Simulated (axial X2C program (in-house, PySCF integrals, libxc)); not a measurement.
# MoSH: Ω levels from open-shell CI on d4 s1 p(π)0

Which Ω levels does MoSH have in the configuration d4 s1 p(π)0, and how far apart?

Program: an in-house X2C program for linear molecules on PySCF integrals. Level of theory: two-component X2C, average-of-configuration Hartree–Fock and CI in the open shells. These are calculated values, not measurements.

All values are calculated.

## (1) The job

Input file task.json:

```json
{
 "zs": [
  42,
  16,
  1
 ],
 "q": 0,
 "bas": [
  "dyall-v3z",
  "dyall-av3z",
  "dyall-v3z"
 ],
 "r0": 2.41,
 "metal": 0,
 "shells": [
  [
   2,
   [
    0,
    1,
    2
   ],
   4
  ],
  [
   0,
   [
    0
   ],
   1
  ],
  [
   1,
   [
    1
   ],
   0
  ]
 ],
 "fix": 0,
 "emax": 3.2,
 "nroots": 4,
 "r2": 1.34
}
```

Keys: zs atomic numbers; q charge; bas basis sets; r0 starting distance in Å; metal index of the metal atom; shells open shells as [l, |m| values, electrons]; fix electron count of the first shell held; emax energy window in eV; nroots roots for each Ω; r2 second bond in Å, held.

The run is started by

```bash
$ python soci.py task.json out
```

Two-component X2C with atomic mean-field Coulomb and Gaunt terms, basis Mo dyall-v3z, S dyall-av3z, H dyall-v3z (cores contracted in-house). Orbitals come from Hartree–Fock averaged over the configuration Mo d4 s1 p(π)0; CI then distributes these electrons over the d, s, p(π) shells of Mo.

## (2) CI at Mo–S–H held linear, bonds 2.412 and 1.340 Å (the second held)

Before running it: what results should come out? Wanted: lowest level of the model; next level; lowest curve, Re and ωe.

The runs gave:

| quantity | value |
| --- | --- |
| lowest level of the model | Ω = 1/2, g∥ = 2.00, 52% d4 s1 + 46% d5 |
| next level | Ω = 3/2, 37 cm⁻¹ higher |
| lowest curve, Re and ωe | 2.431 Å, 320.0 cm⁻¹ |

In words: In the lowest level ⟨Sz⟩ = 0.50 and ⟨Lz⟩ = 0.00; its leading determinant has weight 0.05 among 649. From 2.412 to 2.328 Å the gap from the lowest to the fifth level goes from 2060 to 1930 cm⁻¹. Without dynamic correlation distances can be off by several hundredths of an Å, and the wavenumbers are rough. There is no dynamic correlation: spin–orbit spacings and, for f shells, spacings inside one term are the most reliable numbers, splittings between terms come out too wide, and energies between configurations are not reliable, so the lowest level need not be the ground state of the molecule. For d shells the ligand-field splittings (σ, π, δ) and their order can be off by a thousand cm⁻¹ or more. At most 4 roots were kept for each Ω > 0 (twice that for Ω = 0) within 3.2 eV of the lowest, so higher up levels can be missing between those listed; levels with Ω > 0 are doubly degenerate and listed once, Ω = 0 levels singly. States that fill the shells left empty in the average are placed too high. The molecule was held linear; bending was not examined. Hydrosulfides and their kin are strongly bent in nature, so this linear model does not describe the real molecule.
